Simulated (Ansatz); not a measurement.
# CH6SSn: short molecular-dynamics run, by script

Wanted for CH6SSn: a short molecular-dynamics run.

All numbers are computed with Ansatz 0.2.0 through its Python package. Level of theory: Hartree-Fock/def2-SVP.

## (1) The system

Bond lengths: C1–Sn2 2.075 Å, Sn2–S3 2.390 Å, C1–H4 1.172 Å, C1–H5 1.116 Å, C1–H6 1.135 Å, Sn2–H7 1.766 Å, Sn2–H8 1.715 Å, S3–H9 1.409 Å. Angles: C1–Sn2–S3 108.6°, C1–Sn2–H7 110.0°, C1–Sn2–H8 110.5°, S3–Sn2–H7 109.1°, S3–Sn2–H8 109.2°, H7–Sn2–H8 109.4°, Sn2–C1–H4 109.6°, Sn2–C1–H5 112.8°, Sn2–C1–H6 113.1°, H4–C1–H5 108.8°, H4–C1–H6 106.7°, H5–C1–H6 105.6°, Sn2–S3–H9 95.2°.

No structure file is read: the coordinates are typed or built in the script.

## (2) The code

Contents of run_md.py:

```python
import ansatz as az
import numpy as np

geometry_ang = [
    ("C", (-0.9155, 0.7354, -0.5301)),
    ("Sn", (0.5855, -0.6724, -0.2631)),
    ("S", (1.7738, -0.1474, 1.7435)),
    ("H", (-0.4398, 1.801, -0.6349)),
    ("H", (-1.6489, 0.7498, 0.3111)),
    ("H", (-1.5292, 0.5588, -1.4679)),
    ("H", (1.7057, -0.6271, -1.6277)),
    ("H", (-0.0841, -2.2454, -0.1273)),
    ("H", (0.6411, -0.1989, 2.5794)),
]
system = az.Crystal.molecule()
for symbol, xyz in geometry_ang:
    system = system.atom(symbol, xyz)

setup = (
    system.calculation()
    .basis(gaussian="def2-SVP")
    .functional("hf")
    .scf(lower_state_search="standard")
    .md("nvt_langevin", timestep=0.5, steps=40, temperature=300, initial_velocities="maxwell_boltzmann", seed=53, friction=0.05)
)
frames = []
setup.session().plan().execute(on_event=lambda e: frames.append(e["data"]) if e["event"] == "md_step" else None)
print("t (fs)   E_pot (eV)      E_kin (eV)   T (K)   d(0-1) (A)")
for f in frames[::2]:
    xyz = np.array(f["positions_ang"])
    print(f"{f['time_fs']:6.2f} {f['lagrangian_ev']:14.5f} {f['e_kin_ev']:10.5f} {f['temperature_k']:8.1f} {np.linalg.norm(xyz[0] - xyz[1]):9.4f}")
print("mean temperature", round(float(np.mean([f["temperature_k"] for f in frames])), 1), "K")
symbols = [site.symbol for site in system.cartesian_sites]
with open("last_frame.xyz", "w") as handle:
    handle.write(f"{len(symbols)}\nt = {frames[-1]['time_fs']} fs\n")
    handle.writelines("{:2s} {:10.5f} {:10.5f} {:10.5f}\n".format(s, *xyz) for s, xyz in zip(symbols, frames[-1]["positions_ang"]))
```

## (3) Launch

Started as:

```sh
$ python run_md.py
```

**Question.** What results will this script give? Wanted: total energy; dipole moment; mean temperature, second half; farthest move.

As calculated:

| quantity | value |
| --- | --- |
| total energy | -17743.9242 eV |
| dipole moment | 2.72 D |
| length of the run | 40 steps, 20 fs |
| mean temperature, second half | 402 K |
| farthest move | 0.65 Å |

**Reading.** The temperature swings between 267 and 499 K, with a mean of 402 K in the second half; 9 atoms fluctuate widely. A run of 20 fs is far too short for averages. Reading the output:
- The trajectory is only some femtoseconds long, and gives no averages; where the script doesn't relax first, it starts from a rough generated geometry.
- def2 sets replace the cores of elements past krypton by effective core potentials.
- The printed temperature counts all 3N degrees of freedom under Langevin dynamics, so the first row lies under the target.
